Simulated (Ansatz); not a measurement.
# HfTi2 (P-3m1) in Ansatz: convergence with wavefunction cutoff

Aim: find how far wavefunction cutoff must go before the results for HfTi2 settle, at PBE. This setting moves, with any that are tied to it; all else stays.

Everything below comes from runs of Ansatz 0.2.0. Logs are shortened: lines on timing, memory, paths and dates and some standing lists are left out, and cuts for length are marked.

### 1 Starting point

The structure is trigonal, space group P-3m1 (No. 164). Conventional cell: a = 3.145 Å, b = 3.145 Å, c = 5.411 Å, α = 90.00°, β = 90.00°, γ = 120.00°. Hf (site symmetry -3m) is surrounded by 6 Ti at 2.31 Å. Ti (site symmetry 3m) is surrounded by 3 Hf at 2.31 Å.

The cell was built by a generator and needn't be a form met in nature.

### 2 With wavefunction cutoff 200 eV

input.yaml reads:

```yaml
crystal:
  lattice:
    - [3.14546521, 0.0, 0.0]
    - [-1.5727326, 2.72405278, 0.0]
    - [0.0, 0.0, 5.41149947]
  atoms:
    - { symbol: Hf, position: [0.0, 0.0, 0.0] }
    - { symbol: Ti, position: [0.66666667, 0.33333333, 0.26280001] }
    - { symbol: Ti, position: [0.33333333, 0.66666667, 0.73719999] }
hamiltonian:
  xc: pbe
  pseudopotentials: { kind: paw_fr }
magnetization:
  noncollinear: true
  spin_orbit: true
kpoints:
  mp_grid: { grid: [8, 8, 4] }
scf:
  occupations: { method: fermi_dirac, width: 0.1 }
output:
  forces: true
  stress: true
  eigenvalues: true
basis:
  ecutwfc: "200 eV"
```

Potentials or basis: Ansatz PAW.

Command:

```console
$ ansatz run input.yaml --threads 2 --pin off --max-ram 5632MiB --backend cpu --events-out ev --progress --plain --runs-dir out
```

Output:

```text
Warning: basis.ecutwfc = 200 eV is below the records' recommended 420 eV, and the density's cutoff is lower with it unless basis.ecutrho_ratio is high enough to keep the records' density cutoff: compare with a run at a higher cutoff
Warning: RAYON_NUM_THREADS=2 ignored (pool sized by the plan → 2); use --threads N
Engine: ansatz 0.2.0, x86_64-unknown-linux-gnu
Pseudopotentials: kind: paw_fr
Pseudopotential: Hf, paw_fr, valence charge 26, recommended cutoff 420 eV (normal), Hf.paw.azcp#standard-fr
Pseudopotential: Ti, paw_fr, valence charge 12, recommended cutoff 420 eV (normal), Ti.paw.azcp#standard-fr
Functional definition: PBE
  parameter kappa = 0.804
  parameter beta = 0.06672455060314922
  exchange = pbe_x(kappa = kappa, mu = beta*pi^2/3)
  correlation = pbe_c(beta = beta)
non-collinear run that drives no moment, with spin-orbit: no starting moment large enough to seed its density (crystal.atoms[].spin), no starting occupations that ask for one, no magnetisation constraint and no magnetic field, so the semilocal B_xc is pinned to zero
Crystal: 3 atoms, lattice volume = 46.368 Å³
Basis set: ecut = 200 eV, 301 PW (Γ), exchange–correlation on 30×30×50 points (8 copies of the dense FFT grid, shifted against one another)
Bands: 60, of which v1, the nominal top of the filled ones, is band 50 counted from 1 (49 counted from 0)
Symmetry: 12 space group operations + 12 with time reversal
Magnetic group: BNS 164.86 (UNI 1316), of the structure as read, at distance tolerance 3.6e-5 Å
k-points: 35 of 256
Projection manifold: j_resolved (fully-relativistic pseudo-atomic orbitals)
Non-local potential: Hf, projectors of the file, l = 0: 3, l = 1: 4, l = 2: 4, l = 3: 6
Non-local potential: Ti, projectors of the file, l = 0: 3, l = 1: 4, l = 2: 6, l = 3: 2
PAW form: soft (Blöchl's): semilocal exchange-correlation on the pseudo side does not see the compensation charge
PAW one-centre angular grid: Hf, 590 points (default); XC on 64 Gauss nodes
PAW one-centre angular grid: Ti, 590 points (default); XC on 96 Gauss nodes
[... 15 lines left out ...]
SCF iter  11: F=-20717.354737 eV  HF=-20717.354737 eV  |F-HF|=2.07e-9  |Δ(HF+E_count)|=   1.64e-8  Δρ=2.45e-6  dr2=4.03e-9  dr2_m=0.00e0 (ungated)  ethr=2.00e-10  |M|=0.00e0 ∫|m|=0.00e0 μB  |m|>n=0.0e0 m-floor=0.0e0 τ_xc=0.0e0  ⟨swp⟩=4.0  Hψ=2580  notcnv=0
SCF 1 converged in 11 iterations: F = -20717.354737 eV  dr2 = 4.03e-9
SCF converged after 11 iterations
Magnetization: |M| = 0.0000 μB,  M = (+0.0000, +0.0000, +0.0000) μB
Absolute magnetization: 0.0000 μB (∫|m|)
  site 0: m = (+0.0000, +0.0000, +0.0000) μB, |m| = 0.0000 μB  (R = 0.95 Å)
  site 1: m = (+0.0000, +0.0000, +0.0000) μB, |m| = 0.0000 μB  (R = 0.95 Å)
  site 2: m = (+0.0000, +0.0000, +0.0000) μB, |m| = 0.0000 μB  (R = 0.95 Å)
Free energy (F): -20717.354737 eV
Harris-Foulkes:  -20717.354737 eV  (|F-HF|=2.07e-9)
Internal energy: -20717.244892 eV  (E = F + TS)
E sigma→0 (E₀):  -20717.299814 eV
Entropy (-TS):   -0.109845 eV (-36.615 meV/atom)
Fermi energy:    19.416414 eV
--- Per-component energies (eV) ---
  E_band       = -213.208074
  E_kinetic    = 1048.477052
  E_local      = -8174.806935  (includes V_loc(G=0)·N_el)
  E_nonlocal   = -1156.080081
  E_hartree    = 3864.218400
  E_xc         = -513.522161
  E_vxc        = -535.075001  (∫ρ·V_xc dr)
  E_paw        = -9128.978299  (= ΣΔE_a)
  E_vpaw       = 875.833656  (= ΣTr[D̂ρ^β])
  E_aug_tail   = 0.005990  (compensation charges beyond the density's cutoff)
  E_ewald      = -6656.558858
  E_smearing   = -0.109845  (= −TS)
  E_closure    = -0.000000  (closes the sum)
  Σ components = -20717.354737   (vs F -20717.354737, Δ=0.00e0)
--- Forces (eV/Å), atoms counted from 1 ---
  atom   1  Hf     0.00000000    -0.00000000     0.00000000
  atom   2  Ti    -0.00000000     0.00000000     7.54086479
  atom   3  Ti     0.00000000    -0.00000000    -7.54086479
  max |Σ_I F_I| component: 8.88e-16 eV/Å
--- Stress (GPa, compression-positive) ---
       50.046713       0.000000      -0.000000
        0.000000      50.046713      -0.000000
       -0.000000      -0.000000      55.813822
  P = ⅓ Tr σ = 51.9691 GPa (519.691 kbar)
--- Band table (eV; the first three rows and the last of 35) ---
  k-point 0: bands = ["-42.7428", "-42.7428", "-38.4069", "-38.4069", "-38.3361", "-38.3361", "-16.6829", "-16.6829", "-14.6120", "-14.6120", "-14.2063", "-14.2063", "-13.9621", "-13.9621", "-13.9458", "-13.9458", "-13.8908", "-13.8908", "-13.8490", "-13.8490", "-8.5614", "-8.5614", "-8.4539", "-8.4539", "2.7113", "2.7113", "2.7173", "2.7173", "2.7545", "2.7545", "4.5629", "4.5629", "4.5832", "4.5832", "4.5993", "4.5993", "4.6306", "4.6306", "13.1604", "13.1604", "15.7459", "15.7459", "17.4264", "17.4264", "17.5500", "17.5500", "17.6468", "17.6468", "18.1882", "18.1882", "18.2131", "18.2131", "20.0704", "20.0704", "20.2272", "20.2272", "20.2663", "20.2663", "22.3350", "22.3350"]
  k-point 1: bands = ["-42.7563", "-42.7563", "-38.4196", "-38.4196", "-38.3289", "-38.3289", "-16.7188", "-16.7188", "-14.6123", "-14.6123", "-14.3869", "-14.3869", "-14.0652", "-14.0652", "-14.0249", "-14.0249", "-13.9690", "-13.9690", "-13.9315", "-13.9315", "-8.6533", "-8.6533", "-8.4808", "-8.4808", "2.6775", "2.6775", "2.6840", "2.6840", "2.7014", "2.7014", "4.5141", "4.5141", "4.5609", "4.5609", "4.5627", "4.5627", "4.5657", "4.5657", "13.5402", "13.5402", "15.6624", "15.6624", "16.7866", "16.7866", "17.5567", "17.5567", "17.6895", "17.6895", "17.9881", "17.9881", "18.0059", "18.0059", "19.6201", "19.6201", "20.4056", "20.4056", "20.4671", "20.4671", "21.9153", "21.9153"]
  k-point 2: bands = ["-42.7430", "-42.7430", "-38.4264", "-38.4264", "-38.3191", "-38.3191", "-16.6549", "-16.6549", "-14.5109", "-14.5109", "-14.3545", "-14.3545", "-14.0203", "-14.0203", "-13.9409", "-13.9409", "-13.8766", "-13.8766", "-13.8149", "-13.8149", "-8.6463", "-8.6463", "-8.4560", "-8.4560", "2.7143", "2.7143", "2.7281", "2.7281", "2.7441", "2.7441", "4.5614", "4.5614", "4.5895", "4.5895", "4.6018", "4.6018", "4.6337", "4.6337", "14.1975", "14.1975", "15.4935", "15.4935", "15.9924", "15.9924", "17.6721", "17.6721", "17.8574", "17.8574", "18.0457", "18.0457", "18.1143", "18.1143", "19.5673", "19.5673", "20.5557", "20.5557", "20.6662", "20.6662", "22.0153", "22.0153"]
  k-point 34: bands = ["-42.6073", "-42.6073", "-38.3827", "-38.3827", "-38.3793", "-38.3793", "-17.0176", "-17.0176", "-14.7595", "-14.7595", "-14.7237", "-14.7237", "-14.0640", "-14.0640", "-13.9997", "-13.9997", "-13.8750", "-13.8750", "-13.4651", "-13.4651", "-8.6731", "-8.6731", "-8.5313", "-8.5313", "2.7010", "2.7010", "2.7313", "2.7313", "2.7781", "2.7781", "4.5617", "4.5617", "4.5825", "4.5825", "4.6167", "4.6167", "4.6592", "4.6592", "16.3588", "16.3588", "17.6111", "17.6111", "18.3486", "18.3486", "18.5745", "18.5745", "18.7609", "18.7609", "19.0651", "19.0651", "19.6772", "19.6772", "19.9771", "19.9771", "20.3805", "20.3805", "21.8147", "21.8147", "22.4774", "22.4774"]
```

It took 5.2 s on 2 threads of Intel Xeon Platinum 8259CL at 2.50GHz (Skylake/Cascade Lake), shared host; peak memory 0.55 GiB.

What came out:

```yaml
Free_energy: -20717.3547 eV
Pressure: 52.0 GPa
Largest_force: 7.541 eV/Å
Band_gap_on_the_k_mesh: none (metal or under the smearing width)
```

### 3 With wavefunction cutoff 250 eV

Changes to input.yaml since step 2:

```diff
@@ -24,2 +24,2 @@
 basis:
-  ecutwfc: "200 eV"
+  ecutwfc: "250 eV"
```

Potentials or basis: Ansatz PAW.

Command:

```console
$ ansatz run input.yaml --threads 2 --pin off --max-ram 5632MiB --backend cpu --events-out ev --progress --plain --runs-dir out
```

It took 6.7 s on 2 threads of Intel Xeon Platinum 8259CL at 2.50GHz (Skylake/Cascade Lake), shared host; peak memory 0.58 GiB.

Results:

* Free energy: -20730.1718 eV
* Pressure: 54.8 GPa
* Largest force: 7.045 eV/Å
* Band gap on the k mesh: none (metal or under the smearing width)

### 4 With wavefunction cutoff 300 eV

Changes to input.yaml since step 3:

```diff
@@ -24,2 +24,2 @@
 basis:
-  ecutwfc: "250 eV"
+  ecutwfc: "300 eV"
```

Command:

```console
$ ansatz run input.yaml --threads 2 --pin off --max-ram 5632MiB --backend cpu --events-out ev --progress --plain --runs-dir out
```

It took 6.9 s on 2 threads of Intel Xeon Platinum 8259CL at 2.50GHz (Skylake/Cascade Lake), shared host; peak memory 0.6 GiB.

What came out:

* Free energy: -20732.8118 eV
* Pressure: 56.1 GPa
* Largest force: 7.176 eV/Å
* Band gap on the k mesh: none (metal or under the smearing width)

### 5 With wavefunction cutoff 350 eV

Changes to input.yaml since step 4:

```diff
@@ -24,2 +24,2 @@
 basis:
-  ecutwfc: "300 eV"
+  ecutwfc: "350 eV"
```

Command:

```console
$ ansatz run input.yaml --threads 2 --pin off --max-ram 5632MiB --backend cpu --events-out ev --progress --plain --runs-dir out
```

It took 9.2 s on 2 threads of Intel Xeon Platinum 8259CL at 2.50GHz (Skylake/Cascade Lake), shared host; peak memory 0.62 GiB.

Results:

* Free energy: -20733.1275 eV
* Pressure: 55.6 GPa
* Largest force: 7.193 eV/Å
* Band gap on the k mesh: none (metal or under the smearing width)

### 6 With wavefunction cutoff 400 eV

Changes to input.yaml since step 5:

```diff
@@ -24,2 +24,2 @@
 basis:
-  ecutwfc: "350 eV"
+  ecutwfc: "400 eV"
```

Potentials or basis: Ansatz PAW.

Command:

```console
$ ansatz run input.yaml --threads 2 --pin off --max-ram 5632MiB --backend cpu --events-out ev --progress --plain --runs-dir out
```

Wall time 10 s (2 threads of Intel Xeon Platinum 8259CL at 2.50GHz (Skylake/Cascade Lake), shared host); peak memory 0.66 GiB.

Results (log left out):

```
Free energy            : -20733.1520 eV
Pressure               : 55.5 GPa
Largest force          : 7.180 eV/Å
Band gap on the k mesh : none (metal or under the smearing width)
```

### 7 With wavefunction cutoff 450 eV

Changes to input.yaml since step 6:

```diff
@@ -24,2 +24,2 @@
 basis:
-  ecutwfc: "400 eV"
+  ecutwfc: "450 eV"
```

Command:

```console
$ ansatz run input.yaml --threads 2 --pin off --max-ram 5632MiB --backend cpu --events-out ev --progress --plain --runs-dir out
```

Wall time 12 s (2 threads of Intel Xeon Platinum 8259CL at 2.50GHz (Skylake/Cascade Lake), shared host); peak memory 0.69 GiB.

The run converged. Its results:

- Free energy: -20733.1569 eV
- Pressure: 55.5 GPa
- Largest force: 7.174 eV/Å
- Band gap on the k mesh: none (metal or under the smearing width)

### 8 With wavefunction cutoff 500 eV

Changes to input.yaml since step 7:

```diff
@@ -24,2 +24,2 @@
 basis:
-  ecutwfc: "450 eV"
+  ecutwfc: "500 eV"
```

Command:

```console
$ ansatz run input.yaml --threads 2 --pin off --max-ram 5632MiB --backend cpu --events-out ev --progress --plain --runs-dir out
```

It took 12 s on 2 threads of Intel Xeon Platinum 8259CL at 2.50GHz (Skylake/Cascade Lake), shared host; peak memory 0.72 GiB.

It converged, with:

* Free energy: -20733.1598 eV
* Pressure: 55.5 GPa
* Largest force: 7.172 eV/Å
* Band gap on the k mesh: none (metal or under the smearing width)

### 9 With wavefunction cutoff 600 eV

Changes to input.yaml since step 8:

```diff
@@ -24,2 +24,2 @@
 basis:
-  ecutwfc: "500 eV"
+  ecutwfc: "600 eV"
```

Potentials or basis: Ansatz PAW.

Command:

```console
$ ansatz run input.yaml --threads 2 --pin off --max-ram 5632MiB --backend cpu --events-out ev --progress --plain --runs-dir out
```

It took 17 s on 2 threads of Intel Xeon Platinum 8259CL at 2.50GHz (Skylake/Cascade Lake), shared host; peak memory 0.78 GiB.

Results (log left out):

- Free energy: -20733.1616 eV
- Pressure: 55.4 GPa
- Largest force: 7.170 eV/Å
- Band gap on the k mesh: none (metal or under the smearing width)

### 10 With wavefunction cutoff 800 eV

Changes to input.yaml since step 9:

```diff
@@ -24,2 +24,2 @@
 basis:
-  ecutwfc: "600 eV"
+  ecutwfc: "800 eV"
```

Command:

```console
$ ansatz run input.yaml --threads 2 --pin off --max-ram 5632MiB --backend cpu --events-out ev --progress --plain --runs-dir out
```

Run time: 27 s. Hardware: 2 threads of Intel Xeon Platinum 8259CL at 2.50GHz (Skylake/Cascade Lake), shared host; peak memory 0.94 GiB.

The run converged. Its results:

```
Free energy            : -20733.1628 eV
Pressure               : 55.4 GPa
Largest force          : 7.170 eV/Å
Band gap on the k mesh : none (metal or under the smearing width)
```

### 11 Result

```
wavefunction cutoff  energy less the tightest run, at zero smearing (meV/atom)  pressure (GPa)  largest force (eV/Å)  SCF cycles  CPU time (s)  peak memory (GiB)
             200 eV                                                    5269.04           51.97                 7.541          11           9.8               0.55
             250 eV                                                     997.13           54.79                 7.045          11            13               0.58
             300 eV                                                     116.90           56.12                 7.176          11            13                0.6
             350 eV                                                      11.75           55.63                 7.193          11            18               0.62
             400 eV                                                       3.59           55.55                 7.180          11            19               0.66
             450 eV                                                       1.96           55.49                 7.174          11            22               0.69
             500 eV                                                       0.99           55.46                 7.172          11            23               0.72
             600 eV                                                       0.40           55.45                 7.170          11            33               0.78
             800 eV                                                       0.00           55.44                 7.170          11            53               0.94
```

Against the tightest run, the energy stays within 1 meV/atom from 500 eV on; the pressure stays within 0.1 GPa from 450 eV on; the largest force stays within 0.005 eV/Å from 450 eV on. The tightest run that finished is the yardstick and may itself not be fully converged.

Caveats: a pressure of tens of GPa on the cell as given is suspect, and the run, the potentials or the cell itself is likely at fault; forces of over 1 eV/Å show positions far from the minimum, so gaps and moduli don't describe the material at rest.
